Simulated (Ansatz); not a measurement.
**Ge₂HF+ (quartet): wave-function methods side by side, cc-pVDZ**

One table from this session's results is given with a row withheld; the runs are named, their logs left out.

Computed with Ansatz 0.2.0, Gaussian basis. Level: cc-pVDZ, core rule «outside noble gas», up to 29 orbitals frozen.

The runs, in order: UHF; CCSD(T) on ROHF; CCSD(T) on UHF; BCCD(T) on ROHF; CISD as a restricted active space (open shells left free, so some higher excitations enter); CCSDT(Q) on ROHF; CCSDT(Q) on UHF.

5 further runs of the same task are left out: 1 for a known fault of the program, 4 set aside as unsound or not needed. Runs told in other sessions of the task aren't counted.

## The geometry

The geometry is a PBE0/def2-TZVP stationary point (not a proven minimum) of the parent state, kept for this charge and spin. No spin-orbit coupling is included. The filled d shell of Ge may be among the frozen orbitals whatever the setting's name suggests.

4 atoms, charge 1, spin multiplicity 4.

Atoms are counted from 1 here; the program's logs count them from 0.

Bond lengths: F1–Ge2 1.748 Å, Ge2–Ge3 2.390 Å, Ge2–H4 1.555 Å. Angles: F1–Ge2–Ge3 123.9°, F1–Ge2–H4 99.7°, Ge3–Ge2–H4 136.4°.

The first run:

File in.yaml:

```yaml
crystal:
  periodic: [false, false, false]
  atoms:
    - {symbol: F, position_ang: [0.000000, -0.916623, 2.112055]}
    - {symbol: Ge, position_ang: [0.000000, 0.329446, 0.886053]}
    - {symbol: Ge, position_ang: [0.000000, -0.111789, -1.463364]}
    - {symbol: H, position_ang: [0.000000, 1.591075, 1.795915]}
basis:
  gaussian: {orbitals: cc-pVDZ}
total_charge: 1
magnetization: {spin_polarized: true, initial_magnetization: 3}
hamiltonian: {xc: hf}
output: {orbitals: {seedname: orbitals}}
```

On the command line:

```sh
> ansatz run in.yaml --threads 1 --pin off --events-out ev --progress --plain --max-ram 4096MiB --backend cpu
```

Among the steps run: UHF; CCSD(T) on ROHF; CCSD(T) on UHF; BCCD(T) on ROHF; CISD as a restricted active space (open shells left free, so some higher excitations enter); CCSDT(Q) on ROHF; CCSDT(Q) on UHF.

One of the session's tables, all rows but one given; the rest of the session is left out.

| method | from RCCSDT(Q) (meV) |
| --- | --- |
| ROHF | +9440.8 |
| UHF | +9348.7 |
| RMP2 | +1043.0 |
| UMP2 | +1014.3 |
| RCCSD | +350.0 |
| UCCSD | +328.9 |
| RCCSD(T) | +72.7 |
| UCCSD(T) | ? |
| BCCD(T) | +62.0 |
| RCCSDT | +24.2 |
| UCCSDT | +8.1 |
| RCCSDT(Q) | 0 |
| UCCSDT(Q) | -22.7 |

Q: Estimate the row for UCCSD(T) from the others.

As computed: from RCCSDT(Q) (meV): +56.1. In the column «from RCCSDT(Q) (meV)» it lies between RCCSDT (+24.2) and BCCD(T) (+62.0).

Not comparable, so not listed: CISD as a restricted active space (open shells left free, so some higher excitations enter) (they don't share determinant, frozen orbitals or solution with the rows shown, or repeat one).

Limits of these values: Restricted and unrestricted rows rest on different reference determinants; a gap between their highest levels can come from leftover correlation error, from unlike frozen cores or from another state.
